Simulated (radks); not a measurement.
# Yb⁺ inside a hard spherical wall

What does compression do to the levels of Yb⁺? A hard sphere of shrinking radius stands in for pressure; the configuration is held at [Xe] 4f14 6s1.

The numbers are computed with radks (a radial shooting solver on a logarithmic mesh, Libxc functionals) version 1 (scalar-relativistic Kohn-Sham, LDA (Slater exchange, VWN5 correlation), spin-polarised, spherical densities, finite nucleus; open shells are filled with parallel spins first), except any that are marked as measured or tabulated.

### Step 1. Starting point

```
element            : ytterbium (Z = 70)
charge             : +1
electrons          : 69
configuration      : [Xe] 4f14 6s1
nuclear rms radius : 5.3108 fm
```

Outer shells as boxes (Hund's rule):

Yb⁺
```
[Xe] core
4f [↑↓][↑↓][↑↓][↑↓][↑↓][↑↓][↑↓]
6s [↑ ]
```

### Step 2. The free atom

Input:

```text
Z 70
configuration [Xe] 4f14 6s1 5d0 6p0 7s0
relativity scalar-relativistic
functional lda,vwn5
spin polarised
nucleus finite rms 5.3108 fm
c 137.035999084
```

### Step 3. Wall at 12 bohr

Settings, as their differences from step 2:

```diff
@@ -6,2 +6,3 @@
 nucleus finite rms 5.3108 fm
+wall 12 bohr
 c 137.035999084
```

### Step 4. Wall at 10 bohr

Settings, as their differences from step 3:

```diff
@@ -6,3 +6,3 @@
 nucleus finite rms 5.3108 fm
-wall 12 bohr
+wall 10 bohr
 c 137.035999084
```

### Step 5. Wall at 8 bohr

Settings, as their differences from step 4:

```diff
@@ -6,3 +6,3 @@
 nucleus finite rms 5.3108 fm
-wall 10 bohr
+wall 8 bohr
 c 137.035999084
```

### Step 6. Wall at 7 bohr

Settings, as their differences from step 5:

```diff
@@ -6,3 +6,3 @@
 nucleus finite rms 5.3108 fm
-wall 8 bohr
+wall 7 bohr
 c 137.035999084
```

### Step 7. Wall at 6 bohr

Settings, as their differences from step 6:

```diff
@@ -6,3 +6,3 @@
 nucleus finite rms 5.3108 fm
-wall 7 bohr
+wall 6 bohr
 c 137.035999084
```

### Step 8. Wall at 4 bohr

Settings, as their differences from step 7:

```diff
@@ -6,3 +6,3 @@
 nucleus finite rms 5.3108 fm
-wall 6 bohr
+wall 4 bohr
 c 137.035999084
```

### Step 9. Wall at 3.5 bohr

Settings, as their differences from step 8:

```diff
@@ -6,3 +6,3 @@
 nucleus finite rms 5.3108 fm
-wall 4 bohr
+wall 3.5 bohr
 c 137.035999084
```

### Step 10. Wall at 3 bohr

Settings, as their differences from step 9:

```diff
@@ -6,3 +6,3 @@
 nucleus finite rms 5.3108 fm
-wall 3.5 bohr
+wall 3 bohr
 c 137.035999084
```

### Step 11. Wall at 2 bohr

Settings, as their differences from step 10:

```diff
@@ -6,3 +6,3 @@
 nucleus finite rms 5.3108 fm
-wall 3 bohr
+wall 2 bohr
 c 137.035999084
```

### Step 12. Wall at 1.5 bohr

Settings, as their differences from step 11:

```diff
@@ -6,3 +6,3 @@
 nucleus finite rms 5.3108 fm
-wall 2 bohr
+wall 1.5 bohr
 c 137.035999084
```

Q: Predict the outcome of this session. Wanted: for each run, R; E − E(free); ε(6s); ε(5d, empty); ε(6p, empty); ε(7s, empty); pressure.

The runs gave:

```
R (bohr)  E − E(free) (eV)  ε(6s) (eV)  ε(5d, empty) (eV)  ε(6p, empty) (eV)  ε(7s, empty) (eV)  pressure (GPa)
    free             0.000      -9.866             -6.970             -5.914             -2.901               0
      12             0.000      -9.865             -6.969             -5.907             -2.547        0.000183
      10             0.004      -9.857             -6.958             -5.857             -1.801         0.00461
       8             0.058      -9.754             -6.858             -5.519              0.611           0.103
       7             0.210      -9.518             -6.664             -4.928              3.525           0.460
       6             0.715      -8.837             -6.188             -3.509              9.176            2.06
       4             8.671      -0.654             -1.938              9.604             47.738            64.2
     3.5            17.936       7.112              1.618             20.472             74.879             194
       3            40.937      23.188              8.680             41.322             122.84             692
       2            324.07      149.87             63.142             187.33             417.51           16808
     1.5            1223.3      417.70             184.07             475.53             945.78          138078
```

What this shows: Eigenvalues are for spin up. At the tightest wall, 1.5 bohr, the energy stands 1223.3 eV above the free atom and the pressure, −dE/dV, is 138078 GPa. Of the levels in the table that exist at both ends, 7s (empty) rises most from the free atom (948.68 eV). From R = 3.5 bohr inwards the highest occupied level lies above zero, pushed up by confinement. Shells are not refilled when levels cross, and a hard wall is a model, not a crystal.
